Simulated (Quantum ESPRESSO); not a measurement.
# AsS2 (P-3m1) in Quantum ESPRESSO: reference runs

How does AsS2 come out in PBE? The cell is run as given.

Program: Quantum ESPRESSO 7.5. These are calculated values, not measurements. Logs are shortened: lines on timing, memory, paths and dates and some standing lists are left out, and cuts for length are marked.

## 1. The crystal as given

Symmetry: P-3m1, No. 164, trigonal system. The conventional cell has a = 3.649 Å, b = 3.649 Å, c = 5.914 Å, α = 90.00°, β = 90.00°, γ = 120.00°. As (site symmetry -3m) has 6 S at 2.57 Å as nearest neighbours. S (site symmetry 3m) has 3 As at 2.57 Å as nearest neighbours.

The cell was built by a generator and needn't be a form met in nature.

## 2. Single point, PBE

Contents of pw.in:

```
&CONTROL
  calculation = 'scf'
  prefix = 'pwscf'
  outdir = './tmp'
  pseudo_dir = './pseudo'
  tprnfor = .true.
  tstress = .true.
  disk_io = 'low'
/
&SYSTEM
  ibrav = 0
  nat = 3
  ntyp = 2
  ecutwfc = 55
  ecutrho = 440
  nbnd = 15
  occupations = 'smearing'
  smearing = 'fd'
  degauss = 0.00367493
/
&ELECTRONS
  conv_thr = 6d-10
  electron_maxstep = 120
  mixing_beta = 0.5
/
ATOMIC_SPECIES
As    74.9216 As.pbe-n-rrkjus_psl.0.2.UPF
S     32.0600 s_pbe_v1.4.uspp.F.UPF
CELL_PARAMETERS angstrom
   3.6494184500    0.0000000000    0.0000000000
  -1.8247092300    3.1604890900    0.0000000000
   0.0000000000    0.0000000000    5.9135843700
ATOMIC_POSITIONS crystal
As     0.0000000000    0.0000000000    0.0000000000
S      0.3333333300    0.6666666700    0.2500000000
S      0.6666666700    0.3333333300    0.7500000000
K_POINTS automatic
8 8 5 0 0 0
```

Contents of pp_density.in:

```
&INPUTPP
  prefix = 'pwscf'
  outdir = './tmp'
  filplot = 'density.dat'
  plot_num = 0
/
&PLOT
  nfile = 1
  filepp(1) = 'density.dat'
  iflag = 3
  output_format = 6
  fileout = 'density.cube'
/
```

Contents of pp_potential.in:

```
&INPUTPP
  prefix = 'pwscf'
  outdir = './tmp'
  filplot = 'potential.dat'
  plot_num = 11
/
&PLOT
  nfile = 1
  filepp(1) = 'potential.dat'
  iflag = 3
  output_format = 6
  fileout = 'potential.cube'
/
```

Potentials or basis: SSSP 1.3 efficiency PBE.

The run is started by

```sh
$ OMP_NUM_THREADS=1 pw.x -in pw.in > pw.out
$ OMP_NUM_THREADS=1 pp.x -in pp_density.in > pp_density.out
$ OMP_NUM_THREADS=1 pp.x -in pp_potential.in > pp_potential.out
```

pw.out:

```text
This program is part of the open-source Quantum ESPRESSO suite
     for quantum simulation of materials; please cite
         "P. Giannozzi et al., J. Phys.:Condens. Matter 21 395502 (2009);
         "P. Giannozzi et al., J. Phys.:Condens. Matter 29 465901 (2017);
         "P. Giannozzi et al., J. Chem. Phys. 152 154105 (2020);
     in publications or presentations arising from this work. More details at

     Message from routine setup:
     using ibrav=0 with symmetry is DISCOURAGED, use correct ibrav instead

     G-vector sticks info
     --------------------
     sticks:   dense  smooth     PW     G-vecs:    dense   smooth      PW
     Sum        1429     721    211                71691    25313    4031

     Using Slab Decomposition

     bravais-lattice index     =            0
     lattice parameter (alat)  =       6.8964  a.u.
     unit-cell volume          =     460.2834 (a.u.)^3
     number of atoms/cell      =            3
     number of atomic types    =            2
     number of electrons       =        17.00
     number of Kohn-Sham states=           15
     kinetic-energy cutoff     =      55.0000  Ry
     charge density cutoff     =     440.0000  Ry
     scf convergence threshold =      6.0E-10
     mixing beta               =       0.5000
     number of iterations used =            8  plain     mixing
     Exchange-correlation=  SLA  PW   PBX  PBC
                           (   1   4   3   4   0   0   0)

     celldm(1)=   6.896401  celldm(2)=   0.000000  celldm(3)=   0.000000
     celldm(4)=   0.000000  celldm(5)=   0.000000  celldm(6)=   0.000000

     crystal axes: (cart. coord. in units of alat)
               a(1) = (   1.000000   0.000000   0.000000 )
               a(2) = (  -0.500000   0.866025   0.000000 )
               a(3) = (   0.000000   0.000000   1.620418 )

     reciprocal axes: (cart. coord. in units 2 pi/alat)
               b(1) = (  1.000000  0.577350 -0.000000 )
               b(2) = (  0.000000  1.154701  0.000000 )
               b(3) = (  0.000000 -0.000000  0.617125 )

     PseudoPot. # 1 for As read from file:
     As.pbe-n-rrkjus_psl.0.2.UPF
     Pseudo is Ultrasoft + core correction, Zval =  5.0
     Generated using "atomic" code by A. Dal Corso  v.5.0.99 svn rev. 10869
     Using radial grid of 1209 points,  4 beta functions with:
                l(1) =   0
                l(2) =   0
                l(3) =   1
                l(4) =   1
     Q(r) pseudized with 0 coefficients

     PseudoPot. # 2 for S  read from file:
     s_pbe_v1.4.uspp.F.UPF
     Pseudo is Ultrasoft + core correction, Zval =  6.0
     Generated by new atomic code, or converted to UPF format
     Using radial grid of  907 points,  6 beta functions with:
                l(1) =   0
                l(2) =   0
                l(3) =   1
                l(4) =   1
                l(5) =   2
                l(6) =   2
     Q(r) pseudized with  8 coefficients,  rinner =    1.300   1.300   1.300
                                                       1.300   1.300

     atomic species   valence    mass     pseudopotential
     As                5.00    74.92160     As( 1.00)
     S                 6.00    32.06000     S ( 1.00)

     12 Sym. Ops., with inversion, found

   Cartesian axes

     site n.     atom                  positions (alat units)
         1        As     tau(   1) = (   0.0000000   0.0000000   0.0000000  )
         2        S      tau(   2) = (  -0.0000000   0.5773503   0.4051046  )
         3        S      tau(   3) = (   0.5000000   0.2886751   1.2153137  )

     number of k points=    40  Fermi-Dirac smearing, width (Ry)=  0.0037
                       cart. coord. in units 2pi/alat
        k(    1) = (   0.0000000   0.0000000   0.0000000), wk =   0.0062500
        k(    2) = (   0.0000000   0.0000000   0.1234249), wk =   0.0125000
        k(    3) = (   0.0000000   0.0000000   0.2468498), wk =   0.0125000
        k(    4) = (   0.0000000   0.1443376   0.0000000), wk =   0.0375000
        k(    5) = (   0.0000000   0.1443376   0.1234249), wk =   0.0375000
        k(    6) = (   0.0000000   0.1443376   0.2468498), wk =   0.0375000
[... 32 lines left out ...]
        k(   39) = (  -0.1250000   0.5051815  -0.1234249), wk =   0.0750000
        k(   40) = (  -0.1250000   0.5051815  -0.2468498), wk =   0.0750000

     Dense  grid:    71691 G-vectors     FFT dimensions: (  48,  48,  75)

     Smooth grid:    25313 G-vectors     FFT dimensions: (  36,  36,  54)

     Initial potential from superposition of free atoms

     starting charge      16.9997, renormalised to      17.0000
     Starting wfcs are   12 randomized atomic wfcs +    3 random wfcs

     Self-consistent Calculation

     iteration #  1     ecut=    55.00 Ry     beta= 0.50
     Davidson diagonalization with overlap
     ethr =  1.00E-02,  avg # of iterations =  6.6

     Threshold (ethr) on eigenvalues was too large:
     Diagonalizing with lowered threshold

     Davidson diagonalization with overlap
     ethr =  6.38E-04,  avg # of iterations =  2.6

     total energy              =     -66.33259193 Ry
     estimated scf accuracy    <       0.10624920 Ry

     iteration #  2     ecut=    55.00 Ry     beta= 0.50
     Davidson diagonalization with overlap
     ethr =  6.25E-04,  avg # of iterations =  2.5

     total energy              =     -66.35707253 Ry
     estimated scf accuracy    <       0.07406413 Ry

     iteration #  3     ecut=    55.00 Ry     beta= 0.50
     Davidson diagonalization with overlap
     ethr =  4.36E-04,  avg # of iterations =  1.2

     total energy              =     -66.37066514 Ry
     estimated scf accuracy    <       0.00168607 Ry

     iteration #  4     ecut=    55.00 Ry     beta= 0.50
     Davidson diagonalization with overlap
     c_bands:  1 eigenvalues not converged
     ethr =  9.92E-06,  avg # of iterations =  7.3

     total energy              =     -66.37100201 Ry
     estimated scf accuracy    <       0.00027020 Ry

     iteration #  5     ecut=    55.00 Ry     beta= 0.50
     Davidson diagonalization with overlap
     ethr =  1.59E-06,  avg # of iterations =  3.8

     total energy              =     -66.37104775 Ry
     estimated scf accuracy    <       0.00002487 Ry

     iteration #  6     ecut=    55.00 Ry     beta= 0.50
     Davidson diagonalization with overlap
     ethr =  1.46E-07,  avg # of iterations =  2.1

     total energy              =     -66.37105527 Ry
     estimated scf accuracy    <       0.00000122 Ry
[... 12 lines left out ...]
     total energy              =     -66.37105616 Ry
     estimated scf accuracy    <       0.00000006 Ry

     iteration #  9     ecut=    55.00 Ry     beta= 0.50
     Davidson diagonalization with overlap
     ethr =  2.86E-10,  avg # of iterations =  1.8

     total energy              =     -66.37105616 Ry
     estimated scf accuracy    <          2.7E-09 Ry

     iteration # 10     ecut=    55.00 Ry     beta= 0.50
     Davidson diagonalization with overlap
     ethr =  1.58E-11,  avg # of iterations =  3.3

     End of self-consistent calculation

          k = 0.0000 0.0000 0.0000 (  3177 PWs)   bands (ev):

   -10.0657  -7.4309  -3.3588   3.0966   3.0966   3.7524   3.7723   3.7723
     3.8765   6.7215   7.3649   7.3649  12.6589  13.2785  13.2785

          k = 0.0000 0.0000 0.1234 (  3170 PWs)   bands (ev):

   -10.0284  -7.5601  -3.1338   2.9711   3.0811   3.0811   3.8158   3.8158
     4.5327   6.6191   7.2808   7.2808  12.7614  13.1072  13.1072

          k = 0.0000 0.0000 0.2468 (  3164 PWs)   bands (ev):

    -9.9626  -7.7602  -2.7558   2.3243   3.0590   3.0590   3.8853   3.8853
     4.9745   6.4386   7.1472   7.1472  12.5371  12.8828  12.8828

          k = 0.0000 0.1443 0.0000 (  3164 PWs)   bands (ev):

    -9.8816  -7.3402  -3.4634   1.6557   2.5874   2.8278   3.9962   4.0601
     4.9426   6.9948   7.5526   7.5662  12.1902  12.8713  13.5932
[... 28 lines left out ...]
    -8.5115  -7.0513  -4.7525  -0.1994   1.1781   1.4190   3.2940   3.9009
     4.3967   7.3706   8.1901   9.4309  10.3083  14.0908  14.9142

          k = 0.0000 0.4330 0.1234 (  3172 PWs)   bands (ev):

    -8.4903  -7.0626  -4.8256  -0.1108   1.4607   1.4709   3.1035   3.7677
     3.9893   7.7136   8.4243   9.6607  10.5636  13.4610  14.3280

          k = 0.0000 0.4330 0.2468 (  3176 PWs)   bands (ev):

    -8.4322  -7.1609  -4.8028  -0.2927   1.5193   1.9629   3.0114   3.6102
     3.8792   8.0564   8.6542   8.9453  10.6772  13.5684  14.5933

          k = 0.0000-0.5774 0.0000 (  3146 PWs)   bands (ev):

    -7.6106  -7.5400  -5.1543  -0.4423   1.2055   1.2515   2.8273   3.8371
     4.2829   7.3015   8.2411   9.8564  10.0104  14.4325  15.5956

          k = 0.0000-0.5774 0.1234 (  3164 PWs)   bands (ev):

    -7.6244  -7.5005  -5.2055  -0.5806   1.2868   1.3995   3.1661   3.7226
     3.9565   7.5587   8.4314   9.2478  10.2314  14.4073  15.2210

          k = 0.0000-0.5774 0.2468 (  3184 PWs)   bands (ev):

    -7.6333  -7.4483  -5.2884  -0.7728   1.3489   1.8287   3.2793   3.5428
     3.8474   7.9336   8.4195   8.7453  10.4121  13.9320  15.1960

          k = 0.1250 0.2165 0.0000 (  3168 PWs)   bands (ev):

    -9.5202  -7.1856  -3.7591   0.8973   1.2588   2.8503   3.3916   4.1683
     5.1626   7.5789   7.6314   8.1589  11.7626  12.2428  14.3049

          k = 0.1250 0.2165 0.1234 (  3161 PWs)   bands (ev):

    -9.4839  -7.2946  -3.6462   1.0100   1.3320   2.6973   3.3267   3.9830
     5.1132   7.4538   7.9347   8.2834  11.6513  12.5234  13.5046

          k = 0.1250 0.2165 0.2468 (  3153 PWs)   bands (ev):

    -9.4195  -7.4672  -3.4726   1.2257   1.5167   2.4066   3.1681   3.6577
     5.1109   7.3101   8.3643   8.4681  11.4924  12.6231  13.6361
[... 78 lines left out ...]
    -9.2428  -7.3975  -3.6970   0.5244   1.9668   1.9713   3.2228   3.8553
     4.8017   7.5965   8.0594   8.6182  11.0169  13.1627  14.2036

          k = 0.0000 0.4330-0.1234 (  3172 PWs)   bands (ev):

    -8.4701  -7.1369  -4.6868  -0.4133   1.2930   1.4466   3.7420   3.8217
     4.2668   7.5152   8.2742   8.6090  10.3555  14.6123  15.6761

          k = 0.0000 0.4330-0.2468 (  3176 PWs)   bands (ev):

    -8.4178  -7.2074  -4.7195  -0.4551   1.5095   1.7269   3.3791   3.6423
     4.2223   7.9254   8.2835   8.5568  10.5742  14.3554  15.0068

          k =-0.1250 0.3608-0.1234 (  3169 PWs)   bands (ev):

    -8.7931  -7.0928  -4.4087  -0.0458   1.0270   1.7213   3.2156   3.9383
     4.9620   7.6240   8.4193   8.5727  10.9823  12.9662  14.4434

          k =-0.1250 0.3608-0.2468 (  3171 PWs)   bands (ev):

    -8.7337  -7.2119  -4.3714  -0.0055   1.1642   1.7392   3.2517   3.6350
     4.9472   7.6342   8.4985   8.8096  11.0496  13.2976  13.9515

          k =-0.1250 0.5052-0.1234 (  3174 PWs)   bands (ev):

    -7.8803  -7.1960  -5.2122  -0.4727   0.8951   1.2720   3.1691   3.4806
     4.5836   7.9297   8.5132   8.9515  10.6483  14.2213  14.8579

          k =-0.1250 0.5052-0.2468 (  3176 PWs)   bands (ev):

    -7.8434  -7.2107  -5.2620  -0.6055   0.7948   1.4746   3.3270   3.7509
     4.4842   8.0790   8.2498   8.7477  10.8183  13.7235  14.8823

     the Fermi energy is     4.7222 ev

!    total energy              =     -66.37105617 Ry
     estimated scf accuracy    <          3.4E-11 Ry
     smearing contrib. (-TS)   =      -0.00107088 Ry
     internal energy E=F+TS    =     -66.36998529 Ry

     The total energy is F=E-TS. E is the sum of the following terms:
     one-electron contribution =       1.19148060 Ry
     hartree contribution      =       7.08873275 Ry
     xc contribution           =     -25.80200946 Ry
     ewald contribution        =     -48.84818918 Ry

     convergence has been achieved in  10 iterations

     Forces acting on atoms (cartesian axes, Ry/au):

     atom    1 type  1   force =     0.00000000   -0.00000000    0.00000000
     atom    2 type  2   force =     0.00000000   -0.00000000   -0.02078302
     atom    3 type  2   force =     0.00000000    0.00000000    0.02078302

     Total force =     0.029392     Total SCF correction =     0.000014

     Computing stress (Cartesian axis) and pressure

          total   stress  (Ry/bohr**3)                   (kbar)     P=      -55.98
  -0.00046614  -0.00000000   0.00000000          -68.57       -0.00        0.00
  -0.00000000  -0.00046614   0.00000000           -0.00      -68.57        0.00
   0.00000000  -0.00000000  -0.00020945            0.00       -0.00      -30.81

=------------------------------------------------------------------------------=
   JOB DONE.
=------------------------------------------------------------------------------=
```

It took 34 s on 1 thread of Intel Xeon Platinum 8488C (Sapphire Rapids), shared host; peak memory 0.32 GiB.

What came out:

```yaml
Free_energy: -903.0242 eV
Pressure: -5.6 GPa
Largest_force: 0.534 eV/Å
Band_gap_on_the_k_mesh: none (metal or under the smearing width)
```

Forces on the atoms (eV/Å):
```
As   0.000  0.000  0.000
S    0.000  0.000 -0.534
S    0.000  0.000  0.534
```

Stress tensor (GPa, compression positive):
```
-6.86  0.00  0.00
 0.00 -6.86  0.00
 0.00  0.00 -3.08
```

Levels at points of the mesh, in eV from the Fermi level:
| k point | band 5 | band 6 | band 7 | band 8 | band 9 | band 10 | band 11 | band 12 | band 13 | band 14 |
| --- | --- | --- | --- | --- | --- | --- | --- | --- | --- | --- |
| (0.00, 0.00, 0.00) | -1.63 | -0.97 | -0.95 | -0.95 | -0.85 | 2.00 | 2.64 | 2.64 | 7.94 | 8.56 |
| (0.00, -0.50, 0.00) | -3.52 | -3.47 | -1.89 | -0.89 | -0.44 | 2.58 | 3.52 | 5.13 | 5.29 | 9.71 |

Caveat: this functional lacks dispersion, which binds the layers, so the pressure and a relaxed spacing across them are unreliable.
